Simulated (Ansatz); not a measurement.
# As2H2: the cost of one run

Program: Ansatz 0.2.0, Gaussian basis. Level of theory: cc-pVDZ, all electrons in the functionals, frozen cores in the correlation of double hybrids and RPA. These are calculated values, not measurements.

The runs, in order: wB97M-V, B2PLYP, RPA-PBE, at charge 0, triplet; charge 0, singlet; charge 0, quintet; charge 1, doublet; charge 1, quartet; displaced geometry v1; displaced geometry v2.

31 further runs of the same task are left out: 13 that didn't finish, 18 set aside as unsound or not needed.

### Step 1. What is computed

The geometry is a PBE0/def2-TZVP stationary point (not a proven minimum). No spin-orbit coupling is included. The filled d shell of As may be among the frozen orbitals whatever the setting's name suggests; the logs give the count.

4 atoms, charge 0, spin multiplicity 3.

Atoms are counted from 1 here; the program's logs count them from 0.

Bond lengths: As1–As2 2.420 Å, As1–H3 1.525 Å, As1–H4 1.525 Å. Angles: As2–As1–H3 94.1°, As2–As1–H4 94.1°, H3–As1–H4 92.3°.

As a file:

```xyz
4
As2H2
As   -0.0467    0.0000    1.1915
As    0.0198    0.0000   -1.2272
H     1.0011   -1.0996    1.3286
H     1.0011    1.0996    1.3286
```

No dispersion term is added; wB97M-V holds VV10 nonlocal correlation.

The geometry shown and the zero of energy belong to the point charge 0, triplet. The yardstick, UCCSDT(Q), and other wave-function levels (R restricted, U unrestricted, valence and pair active spaces) come from earlier runs.

### Step 2. wB97M-V, charge 0, triplet

in.yaml reads:

```yaml
crystal:
  periodic: [false, false, false]
  atoms:
    - {symbol: As, position_ang: [-0.046691, 0.000000, 1.191492]}
    - {symbol: As, position_ang: [0.019756, 0.000000, -1.227241]}
    - {symbol: H, position_ang: [1.001081, -1.099608, 1.328645]}
    - {symbol: H, position_ang: [1.001079, 1.099610, 1.328645]}
basis:
  gaussian: {orbitals: cc-pVDZ}
magnetization: {spin_polarized: true, initial_magnetization: 2}
hamiltonian: {xc: {name: wB97M-V}}
output: {forces: true, orbitals: {seedname: orbitals}}
```

Run with:

```console
ansatz run in.yaml --threads 1 --pin off --events-out ev --progress --plain --max-ram 2393MiB
```

What time and memory should one allow on 1 thread of Intel Xeon at 2.50GHz, shared host?

About 36 s, with a peak of 0.32 GiB.
